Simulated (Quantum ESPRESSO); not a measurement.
Runs of Quantum ESPRESSO 7.5 on CsLiCr2Te2S3. The typed cell holds 9 atoms: a = 6.108 Å, b = 6.358 Å, c = 7.995 Å, α = 101.14°, β = 99.87°, γ = 111.27°. The cell was built by a generator and needn't be a form met in nature.

```csv
task,level,potentials or basis,U,k mesh,cutoff (eV),SCF threshold,symmetry,mesh quality,gap on the mesh (eV),pressure (GPa),moment (μB),largest force (eV/Å)
single point,PBE,SSSP 1.3 efficiency PBE,-,5 × 5 × 4,748,1.8e-09 Ry,-,not flagged,none,0.0,5.42,(c)
single point,PBE+U,SSSP 1.3 efficiency PBE,Cr d U = 2 eV,3 × 3 × 2,748,1.8e-09 Ry,-,coarse,0.32,1.3,6.00,0.58
single point,PBE+U,SSSP 1.3 efficiency PBE,Cr d U = 4 eV,3 × 3 × 2,748,1.8e-09 Ry,-,coarse,0.43,2.5,6.00,(a)
band structure,SCAN,SG15 PBE 1.2,-,3 × 3 × 2,952,1e-08 Ry,off,coarse,-,-,6.00,(b)
single point,PBE+U,SSSP 1.3 efficiency PBE,Cr d U = 6 eV,3 × 3 × 2,748,1.8e-09 Ry,-,coarse,0.43,3.6,6.00,1.23
```

Alike in all rows: spin collinear, ferromagnetic start; cell as given; smearing fermi-dirac 0.05 eV.

Problem. Fill in the values left out.

Solution. (a) 0.91; (b) 0.76; (c) 0.09.

Caveats: some runs use coarse meshes; only a ferromagnetic start was run, and an antiferromagnetic order may lie lower in energy; spin-orbit coupling is left out, which moves the levels of the heavy elements (some runs); an odd mesh through Γ misses points on the zone boundary, where band edges often lie (some runs); the potentials were made for another functional, which shifts forces and pressure (some runs); some levels on the path didn't converge (some runs); forces of over 1 eV/Å show positions far from the minimum, so gaps and moduli don't describe the material at rest (some runs).

A k mesh can miss the band edges, and the runs leave out spin-orbit coupling on Cs, Te.

A gap of «none» marks a metal or a gap under the smearing width.

Not every run made on this cell is shown here.
